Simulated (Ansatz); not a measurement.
# C2H6Ge2, SMILES [GeH3][C]#[C][GeH3]: an atomisation energy

Program: Ansatz's Python interface.

Run as a notebook:

**Cell 1**
```python
from collections import Counter

import ansatz


def energy_of(molecule, charge=0, unpaired=0):
    calc = molecule.calculation().basis(gaussian="def2-TZVP").functional("pbe0")
    if charge:
        calc = calc.charge(charge)
    if unpaired:
        calc = calc.spin("collinear", total=unpaired)
    return calc.run(threads=1, backend="cpu").report["free_energy_ev"]

geometry_ang = [
    ("Ge", (1.0213, 2.229, -0.2547)),
    ("C", (0.2253, 0.5413, -0.0678)),
    ("C", (-0.2771, -0.555, 0.0462)),
    ("Ge", (-0.914, -2.2756, 0.256)),
    ("H", (0.1693, 3.0543, -1.3487)),
    ("H", (0.9086, 3.0377, 1.0883)),
    ("H", (2.4764, 2.1527, -0.7169)),
    ("H", (-1.856, -2.5838, -0.9644)),
    ("H", (-1.8262, -2.3212, 1.602)),
    ("H", (0.1556, -3.3306, 0.363)),
]
molecule = ansatz.Crystal.molecule()
for symbol, xyz in geometry_ang:
    molecule = molecule.atom(symbol, xyz)
```

**Cell 2**
```python
# Hund ground states
unpaired = {"Ge": 2, "C": 2, "H": 1}
counts = Counter(site.symbol for site in molecule.cartesian_sites)
atom_energy = {s: energy_of(ansatz.Crystal.molecule().atom(s, (0, 0, 0)), 0, unpaired[s]) for s in counts}
whole = energy_of(molecule, 0, 0)
for s, e in atom_energy.items():
    print(f"{s:2s} x{counts[s]}  {e:14.5f} eV")
print(f"C2H6Ge2: {whole:.5f} eV")
split = sum(counts[s] * e for s, e in atom_energy.items()) - whole
print(f"atomisation energy (no zero-point term): {split:.3f} eV, {split / sum(counts.values()):.3f} eV an atom")
```
Output:
```text
Ge x2    -56508.66571 eV
C  x2     -1028.73662 eV
H  x6       -13.63389 eV
C2H6Ge2: -115189.67410 eV
atomisation energy (no zero-point term): 33.066 eV, 3.307 eV an atom
```

33.066 eV from the electronic energies, without the zero-point term.

Notes:
- Total energies depend on the basis set; only differences at equal settings carry meaning.
- The geometry is a force-field or estimated start, not a minimum of this method, and the basis set is short of its limit. All parts are taken at fixed geometry, without zero-point energy.
- The whole script took 10 s on 1 thread of Arm Neoverse V1, on a shared host, peak memory 0.52 GiB.
